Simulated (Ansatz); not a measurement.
# BH3O2Te: the cost of one run

All numbers are computed with Ansatz 0.2.0, driven from Python. Level of theory: r2SCAN+D3(BJ)/def2-SVP.

## (1) Starting point

Bond lengths: O1–B2 1.407 Å, B2–O3 1.428 Å, B2–Te4 2.156 Å, O1–H5 1.014 Å, O3–H6 0.994 Å, Te4–H7 1.708 Å. Angles: O1–B2–O3 118.6°, O1–B2–Te4 122.7°, O3–B2–Te4 118.7°, B2–O1–H5 107.2°, B2–O3–H6 106.3°, B2–Te4–H7 92.1°.

The script holds or builds the structure itself.

## (2) The code

Input file bh3o2te.py:

```python
'''Relax the BH3O2Te molecule.'''

import itertools
import warnings

import ansatz as az
from ase.data import atomic_numbers, covalent_radii
import numpy as np

warnings.simplefilter('ignore', az.DeckWarning)

geometry_ang = [
    ('O', (-0.3282, 1.4535, 0.3043)),
    ('B', (-0.01, 0.0833, 0.2896)),
    ('O', (1.2344, -0.3351, 0.8521)),
    ('Te', (-1.2981, -1.4023, -0.5955)),
    ('H', (-0.0169, 1.844, -0.5787)),
    ('H', (1.0608, -0.51, 1.8147)),
    ('H', (-0.5808, -1.2014, -2.1321)),
]
geometry = az.Crystal.molecule()
for symbol, xyz in geometry_ang:
    geometry = geometry.atom(symbol, xyz)

job = geometry.calculation()
job = job.basis(gaussian='def2-SVP')
job = job.functional('r2scan', dispersion='d3bj')
symbols = [site.symbol for site in geometry.cartesian_sites]
start = np.array([site.position_ang for site in geometry.cartesian_sites], dtype=float)
def progress(event):
    if event['event'] == 'relax_step':
        row = event['data']
        print(f'step {row["step"]:3d}  E = {row["lagrangian_ev"]:.6f} eV  largest force component {row["allowed_force_max_ev_ang"]:.4f} eV/A')


report = job.relax(force_tolerance=0.02, max_steps=100).session().plan().execute(on_event=progress).report
end = np.array(report['positions_ang'])

print('reference energy %16.6f eV' % report['reference_energy_ev'])
print('total energy     %16.6f eV' % report['free_energy_ev'])
print('occupied orbitals outside the frozen core (up, down):', report['n_occupied'], ' frozen:', report['n_frozen'], ' virtual:', report['n_virtual'])

# pairs closer than 1.2 times the sum of covalent radii, before or after
radius = [covalent_radii[atomic_numbers[s]] for s in symbols]
span = lambda where, i, j: np.linalg.norm(where[i] - where[j])
bonded = [(i, j) for i, j in itertools.combinations(range(len(symbols)), 2) if min(span(start, i, j), span(end, i, j)) < 1.2 * (radius[i] + radius[j])]
print('pair        before    after (A)')
for i, j in bonded:
    print(f'{symbols[i]}{i}-{symbols[j]}{j}'.ljust(10), f'{span(start, i, j):8.4f} {span(end, i, j):8.4f}')
```

## (3) Running it

On the command line:

```
python bh3o2te.py
```

**Question.** How long does this script take on 1 thread of Arm Neoverse V1, shared host, and how much memory does it need?

About 2.6 min, with a peak of 0.21 GiB.
